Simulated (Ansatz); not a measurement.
Relaxation of a periodic cell of 15 atoms, W (host W, host structure bcc, one W atom removed), to a largest force component of 0.03 eV/Å in at most 60 steps.

The calculation used Ansatz 0.2.0, DFT PBE, scalar-relativistic, plane waves, PAW. Settings: PAW set soft_1, cutoff 420 eV, k mesh 3x3x3, gaussian smearing 0.15 eV, no spin polarisation.

```xyz
15
Lattice="6.3200 0.0000 0.0000 0.0000 6.3200 0.0000 0.0000 0.0000 6.3200" Properties=species:S:1:pos:R:3:forces:R:3
W -1.580 1.580 -1.580 0.32 -0.32 0.32
W 3.160 0.000 0.000 0.00 0.00 0.00
W 0.000 3.160 0.000 0.00 0.00 0.00
W 0.000 0.000 3.160 0.00 0.00 0.00
W 1.580 1.580 1.580 -0.32 -0.32 -0.32
W 3.160 3.160 0.000 0.00 0.00 0.00
W 3.160 0.000 3.160 0.00 0.00 0.00
W 4.740 1.580 1.580 0.32 -0.32 -0.32
W 0.000 3.160 3.160 0.00 0.00 0.00
W 1.580 4.740 1.580 -0.32 0.32 -0.32
W 1.580 1.580 4.740 -0.32 -0.32 0.32
W 3.160 3.160 3.160 0.00 0.00 0.00
W 4.740 4.740 1.580 0.32 0.32 -0.32
W 1.580 4.740 4.740 -0.32 0.32 0.32
W 4.740 4.740 4.740 0.32 0.32 0.32
```

Q: Where does it end, and by what steps?

A: The forces met the threshold. Limits of this set-up: coarse k mesh, a small cell, in which the defect meets its images, a typed lattice constant that wasn't relaxed here. After 2 steps the energy has fallen by 0.059 eV; W1 moved furthest, 0.03 Å.

```
step  energy less start (eV)  largest force component (eV/Å)  accepted
   0                  0.0000                           0.321       yes
   1                  0.6288                           1.037        no
   2                 -0.0592                           0.005       yes
```

```xyz
15
Lattice="6.3200 0.0000 0.0000 0.0000 6.3200 0.0000 0.0000 0.0000 6.3200" Properties=species:S:1:pos:R:3
W -1.565 1.565 -1.565
W 3.160 0.000 0.000
W 0.000 3.160 0.000
W 0.000 0.000 3.160
W 1.565 1.565 1.565
W 3.160 3.160 0.000
W 3.160 0.000 3.160
W 4.755 1.565 1.565
W 0.000 3.160 3.160
W 1.565 4.755 1.565
W 1.565 1.565 4.755
W 3.160 3.160 3.160
W 4.755 4.755 1.565
W 1.565 4.755 4.755
W 4.755 4.755 4.755
```

Whether the end is a true minimum wasn't checked by a vibrational analysis.

The run took 5.8 s on 4 threads of Arm Neoverse V1 (shared host), peak memory 0.8 GiB.
